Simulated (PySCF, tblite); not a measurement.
# Si₂₀H₃₂: electronic excitations, NMR shifts, part 2 of 2

tblite 0.8.0 and PySCF 2.14.0. Atoms count from 0.

## Step 4: NMR shifts: GIAO KT3/pcSseg-1

Job settings and geometry (Å):

```
{"job": {"kind": "nmr", "xc": "KT3", "basis": "pcSseg-1", "pop": false}, "charge": 0, "multiplicity": 1}
Si     1.970083     1.141376    -0.270777
Si    -0.000157     2.303567     0.281140
Si    -1.969784     1.141208    -0.271252
Si    -1.970231    -1.141049     0.270858
Si     0.000756    -2.302362    -0.281155
Si     1.970351    -1.140284     0.271804
Si    -3.901391    -2.306653    -0.339085
Si    -3.931325    -4.521859     0.360144
Si    -2.006759    -5.631263    -0.333668
Si    -0.000013    -4.596932     0.278149
Si     3.932090     4.522703    -0.361445
Si     2.007312     5.632111     0.331897
Si     0.000522     4.597616    -0.278813
Si     3.901939     2.306937     0.337480
Si     3.901777    -2.306809    -0.336330
Si     2.006482    -5.631163    -0.333234
Si     3.930878    -4.522735     0.362310
Si    -2.006021     5.631606     0.334554
Si    -3.931520     4.523346    -0.358675
Si    -3.901366     2.307024     0.338560
H      1.965229     1.162100    -1.760078
H      0.000472     2.305977     1.770718
H     -1.964965     1.163756    -1.760604
H     -1.965379    -1.162561     1.760213
H      0.000667    -2.305297    -1.770783
H      1.963455    -1.161910     1.761020
H     -3.976247    -2.276533    -1.810514
H     -5.112906    -1.577961     0.067872
H     -3.984320    -4.547646     1.832086
H     -5.158847    -5.238493    -0.022937
H     -2.011959    -5.680443    -1.807289
H     -2.011077    -7.053673     0.044762
H     -0.000312    -4.578065     1.765646
H      3.985734     4.548725    -1.833481
H      5.159460     5.239263     0.022867
H      2.012821     5.682967     1.805388
H      2.011055     7.054052    -0.048004
H     -0.000594     4.578689    -1.766293
H      3.976804     2.277242     1.809078
H      5.113546     1.578536    -0.070271
H      3.977614    -2.275846    -1.807882
H      5.113008    -1.577975     0.071903
H      2.013103    -5.680262    -1.806772
H      2.011178    -7.053490     0.044655
H      3.985241    -4.549396     1.834309
H      5.158879    -5.238251    -0.021529
H     -2.011347     5.680726     1.808178
H     -2.010890     7.054002    -0.043744
H     -3.986162     4.549500    -1.830652
H     -5.159247     5.239125     0.025850
H     -3.975972     2.276029     1.810190
H     -5.112749     1.578210    -0.069418
```

With the program's defaults for keys left out, this is: GIAO KT3/pcSseg-1 NMR shielding, non-relativistic, gas phase.

The program printed:

```text
start: PBE on a coarse grid of 49936 points
cycle   1  E = -5805.8882705084  dE =  4.933e-01  |g| = 3.880e-01  |ddm| = 7.037e+00
cycle   2  E = -5805.9165142427  dE = -2.824e-02  |g| = 2.392e-01  |ddm| = 8.295e-01
cycle   3  E = -5805.9287092254  dE = -1.219e-02  |g| = 1.098e-01  |ddm| = 5.618e-01
cycle   4  E = -5805.9338166043  dE = -5.107e-03  |g| = 2.341e-02  |ddm| = 2.968e-01
cycle   5  E = -5805.9340051161  dE = -1.885e-04  |g| = 1.197e-02  |ddm| = 7.302e-02
cycle   6  E = -5805.9340584587  dE = -5.334e-05  |g| = 3.133e-03  |ddm| = 2.664e-02
final grid: 376114 points
cycle   7  E = -5855.5266698465  dE = -1.087e-01  |g| = 5.364e-01  |ddm| = 1.335e+00
cycle   8  E = -5855.5377672913  dE = -1.110e-02  |g| = 2.531e-01  |ddm| = 6.084e-01
cycle   9  E = -5855.5419276857  dE = -4.160e-03  |g| = 3.275e-02  |ddm| = 2.573e-01
cycle  10  E = -5855.5423532976  dE = -4.256e-04  |g| = 7.372e-03  |ddm| = 7.095e-02
cycle  11  E = -5855.5423718224  dE = -1.852e-05  |g| = 2.064e-03  |ddm| = 2.009e-02
cycle  12  E = -5855.5423740048  dE = -2.182e-06  |g| = 6.844e-04  |ddm| = 5.881e-03
cycle  13  E = -5855.5423794460  dE = -5.441e-06  |g| = 2.834e-04  |ddm| = 2.286e-03
cycle  14  E = -5855.5423717991  dE =  7.647e-06  |g| = 6.921e-05  |ddm| = 7.398e-04
converged SCF energy = -5855.5423717991

GIAO shielding tensors (ppm)
atom      isotropic    diamagn.    paramagn.     s11        s22        s33       span
  0 Si     466.988     887.230    -420.242    429.837    481.956    489.172     59.335
  1 Si     465.197     887.529    -422.332    424.215    485.522    485.855     61.640
  2 Si     466.875     887.224    -420.349    429.700    481.806    489.118     59.418
  3 Si     466.869     887.229    -420.360    429.734    481.821    489.052     59.318
  4 Si     465.137     887.525    -422.387    424.112    485.570    485.729     61.617
  5 Si     466.954     887.233    -420.279    429.765    481.993    489.105     59.340
  6 Si     471.229     885.554    -414.326    454.353    467.596    491.737     37.383
  7 Si     472.054     883.529    -411.476    449.533    475.566    491.062     41.529
  8 Si     468.973     882.957    -413.984    444.915    470.446    491.558     46.643
  9 Si     470.754     886.299    -415.545    436.837    484.035    491.391     54.554
 10 Si     471.993     883.526    -411.533    449.515    475.494    490.972     41.458
 11 Si     469.002     882.952    -413.950    444.984    470.432    491.588     46.604
 12 Si     470.741     886.298    -415.557    436.885    483.977    491.362     54.478
 13 Si     471.197     885.551    -414.354    454.281    467.699    491.611     37.331
 14 Si     471.174     885.553    -414.379    454.301    467.545    491.675     37.374
 15 Si     469.035     882.951    -413.916    445.031    470.412    491.662     46.631
 16 Si     471.988     883.523    -411.535    449.411    475.445    491.108     41.697
 17 Si     468.976     882.945    -413.969    444.952    470.398    491.578     46.627
 18 Si     471.985     883.532    -411.546    449.409    475.499    491.048     41.639
 19 Si     471.142     885.552    -414.409    454.211    467.624    491.592     37.380
 20 H       27.949      35.558      -7.610     25.647     27.574     30.625      4.978
 21 H       27.923      36.106      -8.183     26.408     27.217     30.145      3.737
 22 H       27.947      35.553      -7.606     25.646     27.570     30.625      4.979
 23 H       27.947      35.557      -7.610     25.646     27.572     30.623      4.977
 24 H       27.922      36.104      -8.182     26.405     27.218     30.144      3.739
 25 H       27.949      35.559      -7.610     25.650     27.572     30.626      4.976
 26 H       28.263      32.595      -4.333     25.120     27.033     32.635      7.515
 27 H       28.067      32.003      -3.936     22.246     27.779     34.176     11.929
 28 H       28.188      30.955      -2.766     25.387     26.124     33.054      7.667
 29 H       28.006      28.565      -0.559     23.413     25.179     35.426     12.013
 30 H       28.185      30.579      -2.394     25.415     26.349     32.790      7.375
 31 H       28.077      28.717      -0.640     22.970     26.124     35.135     12.165
 32 H       28.113      33.568      -5.456     25.962     26.688     31.688      5.725
 33 H       28.186      30.949      -2.764     25.385     26.119     33.053      7.668
 34 H       28.003      28.560      -0.556     23.413     25.177     35.420     12.008
 35 H       28.186      30.574      -2.389     25.412     26.352     32.793      7.381
 36 H       28.078      28.711      -0.634     22.971     26.126     35.136     12.165
 37 H       28.112      33.565      -5.453     25.962     26.685     31.689      5.727
 38 H       28.260      32.593      -4.333     25.117     27.033     32.629      7.512
 39 H       28.065      32.001      -3.936     22.244     27.779     34.172     11.928
 40 H       28.260      32.595      -4.335     25.117     27.034     32.629      7.512
 41 H       28.065      32.004      -3.939     22.245     27.779     34.172     11.927
 42 H       28.186      30.576      -2.389     25.417     26.348     32.794      7.376
 43 H       28.080      28.713      -0.634     22.972     26.126     35.141     12.169
 44 H       28.186      30.946      -2.760     25.383     26.118     33.057      7.673
 45 H       28.005      28.558      -0.553     23.415     25.178     35.422     12.007
 46 H       28.185      30.572      -2.387     25.414     26.349     32.792      7.377
 47 H       28.077      28.707      -0.630     22.970     26.125     35.136     12.167
 48 H       28.186      30.954      -2.768     25.385     26.121     33.052      7.667
 49 H       28.004      28.565      -0.562     23.413     25.177     35.421     12.009
 50 H       28.259      32.595      -4.336     25.116     27.035     32.627      7.511
 51 H       28.064      32.003      -3.939     22.244     27.779     34.170     11.926
```

It took 43 s on 2 threads of Arm Neoverse V1, shared host; peak memory 1.2 GiB.

The references, computed at this level on geometries of the same kind, shield at (ppm): $^{1}$H TMS 31.76, $^{29}$Si TMS 361.7. Their shielding less the atom's gives the shift. The references are single molecules in the gas phase. Atoms listed in one row are averaged.

```csv
atoms,environment,σ (ppm),δ (ppm)
"H21, H24",hydrogen on a silicon bonded to 3 Si,27.92,3.84
"H20, H22, H23, H25",hydrogen on a silicon bonded to 3 Si,27.95,3.81
"H29, H34, H45, H49",hydrogen on a silicon bonded to 2 Si,28.00,3.76
"H27, H39, H41, H51",hydrogen on a silicon bonded to 2 Si,28.07,3.69
"H31, H36, H43, H47",hydrogen on a silicon bonded to 2 Si,28.08,3.68
"H32, H37",hydrogen on a silicon bonded to 3 Si,28.11,3.65
"H30, H35, H42, H46",hydrogen on a silicon bonded to 2 Si,28.19,3.57
"H28, H33, H44, H48",hydrogen on a silicon bonded to 2 Si,28.19,3.57
"H26, H38, H40, H50",hydrogen on a silicon bonded to 2 Si,28.26,3.50
"Si1, Si4","silicon bonded to 3 Si, H",465.2,-103.5
"Si0, Si2, Si3, Si5","silicon bonded to 3 Si, H",466.9,-105.3
"Si8, Si11, Si15, Si17","silicon bonded to 2 Si, 2 H",469.0,-107.3
"Si9, Si12","silicon bonded to 3 Si, H",470.7,-109.1
"Si6, Si13, Si14, Si19","silicon bonded to 2 Si, 2 H",471.2,-109.5
"Si7, Si10, Si16, Si18","silicon bonded to 2 Si, 2 H",472.0,-110.3
```

Ring of atoms Si0, Si1, Si2, Si3, Si4, Si5: NICS(0) -2.2, NICS(1) -1.5, NICS(1)zz 8.2 ppm (means of both faces).

Ring of atoms Si0, Si1, Si10, Si11, Si12, Si13: NICS(0) -2.4, NICS(1) -1.8, NICS(1)zz 6.7 ppm (means of both faces).

## Step 5: Summary of results

The summary covers parts 1 to 2.

| quantity | value |
| --- | --- |
| lowest singlet (PBE/def2-SVP) | 4.04 eV (307 nm), f = 0.000 |
| brightest single state of those computed | state 3, 4.14 eV, f = 0.151 |
| lowest triplet | 3.87 eV |
| surface potential, 1st and 99th percentile | -0.02 V and 0.82 V |
| $^{1}$H shifts against TMS (KT3/pcSseg-1, means over atoms taken as alike) | 3.84, 3.81, 3.76, 3.69, 3.68, 3.65, 3.57, 3.57, 3.50 ppm |
| $^{29}$Si shifts against TMS (KT3/pcSseg-1, means over atoms taken as alike) | -103.5, -105.3, -107.3, -109.1, -109.5, -110.3 ppm |

**Reading.** The first singlet state (HOMO→LUMO 0.98) lies at 4.04 eV and is dark; of the 6 states computed, the strongest absorption comes from states 3 to 6 together at 4.14 eV (the last computed, so partners may be missing). The lowest triplet lies 0.17 eV below the lowest singlet (triplets in Tamm-Dancoff, singlets in full TDDFT). At PBE/def2-SVP, counted by nearest atom on the grid, the HOMO lies on 8 Si atoms about 7 % each, the LUMO on 4 Si atoms about 8 % each; Si1, Si4 about 7 % each.
